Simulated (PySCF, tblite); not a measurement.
# 6-methyltetralin: geometry, infrared bands, NMR shifts, spin-spin couplings and electronic excitations

Wanted: the infrared bands, NMR shifts, spin-spin couplings and electronic excitations of 6-methyltetralin (`Cc1ccc2c(c1)CCCC2`), by calculation.

Programs: tblite 0.8.0 and PySCF 2.14.0, with density-fitted response routines of our own. Each step states its level of theory. These are calculated values for one molecule in the gas phase, unless marked as measured. Atoms count from 0, in the outputs and in this text.

## (1) Starting geometry

25 atoms, charge 0, multiplicity 1; geometry from: force field or distance geometry start.

Bonds of the start (Å): C0–C1 1.51, C1–C2 1.41, C2–C3 1.40, C3–C4 1.39, C4–C5 1.41, C5–C6 1.41, C5–C7 1.50, C7–C8 1.53, C8–C9 1.52, C9–C10 1.53, C6–C1 1.39, C10–C4 1.51, C0–H11 1.09, C0–H12 1.09, C0–H13 1.10, C2–H14 1.07, C3–H15 1.10, C6–H16 1.09, C7–H17 1.10, C7–H18 1.09, C8–H19 1.10, C8–H20 1.10, C9–H21 1.09, C9–H22 1.09, C10–H23 1.10, C10–H24 1.09.

## (2) Relaxing the molecule with GFN2-xTB

The job: settings as JSON, then the geometry in Å.

```
{"job": {"kind": "relax", "xc": "GFN2-xTB", "basis": "xTB"}, "charge": 0, "multiplicity": 1}
C      3.766000     0.232100    -0.299800
C      2.314200    -0.077900    -0.026600
C      1.980800    -1.253700     0.670600
C      0.629800    -1.554100     0.888100
C     -0.390800    -0.721500     0.439800
C     -0.055300     0.459800    -0.254100
C      1.302800     0.761400    -0.489200
C     -1.102800     1.391200    -0.794500
C     -2.478600     1.167200    -0.167300
C     -2.831300    -0.314300    -0.132400
C     -1.828800    -1.076200     0.728400
H      4.051300    -0.202200    -1.256800
H      4.402400    -0.162800     0.496800
H      3.922800     1.316700    -0.336800
H      2.739800    -1.917500     1.030100
H      0.381100    -2.469900     1.452200
H      1.564500     1.661500    -1.036000
H     -1.178400     1.215900    -1.881400
H     -0.810600     2.432800    -0.634900
H     -2.488500     1.573100     0.859200
H     -3.243400     1.728500    -0.733400
H     -3.840400    -0.456400     0.257600
H     -2.811400    -0.706300    -1.145600
H     -2.024800    -0.857700     1.786100
H     -1.981100    -2.145500     0.588900
```

Run with:

```
$ OMP_NUM_THREADS=2 python probes_run.py task.json out
```

The driver reads the jobs from task.json and runs them one after another.

**Question.** This job is followed by: GFN2-xTB harmonic vibrations, gas phase; PBE0-D3(BJ)/def2-SVP geometry optimisation, gas phase; GIAO PBE0/pcSseg-1 NMR shielding, non-relativistic, gas phase; B3LYP/pcJ-1 indirect spin-spin coupling, non-relativistic, gas phase; TDDFT PBE0/def2-SVPD, vertical, gas phase, core orbitals frozen in the response; GIAO wB97X-D/pcSseg-1 NMR shielding, non-relativistic, gas phase. Predict these results of the whole session: strongest single infrared mode (GFN2-xTB); zero-point energy (GFN2-xTB); point group; rotational constants (main isotopes); ¹³C shifts against TMS (PBE0/pcSseg-1); ¹H shifts against TMS (PBE0/pcSseg-1, means over atoms taken as alike); largest coupling of the table (B3LYP/pcJ-1); lowest singlet (PBE0/def2-SVPD); brightest single state of those computed; lowest triplet; range of the shift of C1.

**Answer**, as computed:

```
                                                              quantity                                                                       value
                             strongest single infrared mode (GFN2-xTB)                                                       2972 cm⁻¹, 106 km/mol
                                          zero-point energy (GFN2-xTB)                                                              136.1 kcal/mol
                                                           point group                                                                          C1
                                  rotational constants (main isotopes)                                                        2.52, 0.77, 0.60 GHz
                                ¹³C shifts against TMS (PBE0/pcSseg-1)  141.1, 139.8, 138.3, 135.1, 134.6, 131.8, 31.8, 31.6, 25.8, 25.8, 22.9 ppm
¹H shifts against TMS (PBE0/pcSseg-1, means over atoms taken as alike)                          7.06, 7.03, 6.97, 2.67, 2.64, 2.31, 1.65, 1.64 ppm
                           largest coupling of the table (B3LYP/pcJ-1)                                                    ¹J(C,H) C2–H14, 163.0 Hz
                                       lowest singlet (PBE0/def2-SVPD)                                                 5.11 eV (243 nm), f = 0.014
                              brightest single state of those computed                                                 state 5, 6.50 eV, f = 0.641
                                                        lowest triplet                                                                     3.90 eV
                                              range of the shift of C1                                                          139.8 to 141.3 ppm
```

In words: The optimisation took 28 steps and gained 0.084 eV; among the close pairs (by a distance rule), C3–H15 changed most, from 1.104 to 1.081 Å (GFN2-xTB). All 69 modes are real, so the xTB geometry is a minimum. Unscaled tight-binding wavenumbers are off by several per cent, some by more. Its intensities can rank the bands wrongly. The start of the PBE0/def2-SVP relaxation was shaken at random by about 0.01 Å, so part of the energy gained, and of the first lengths quoted, undoes that. The optimisation took 6 steps and gained 0.311 eV; among the close pairs (by a distance rule), C0–H12 changed most, from 1.036 to 1.100 Å (PBE0/def2-SVP). NICS(1)zz of -26 ppm above the planar ring from C1 marks a diatropic (aromatic) ring current. In the run at B3LYP/pcJ-1, the largest coupling of the table is C2–H14, 163.0 Hz, of which the Fermi-contact term gives 161.7 Hz. Couplings across rotatable bonds belong to this one conformer; where others are populated, the observed values are averages. The first singlet state (HOMO→LUMO 0.68, HOMO−1→LUMO+1 0.30) lies at 5.11 eV and is weak; of the 10 states computed, the strongest absorption comes from states 4 to 5 together at 6.50 eV. The lowest triplet lies 1.21 eV below the lowest singlet (triplets in Tamm-Dancoff, singlets in full TDDFT). At PBE0/def2-SVPD, states above −ε(HOMO) (6.49 eV) lie where TDDFT describes them poorly and they hang on the basis; the brightest is among them.
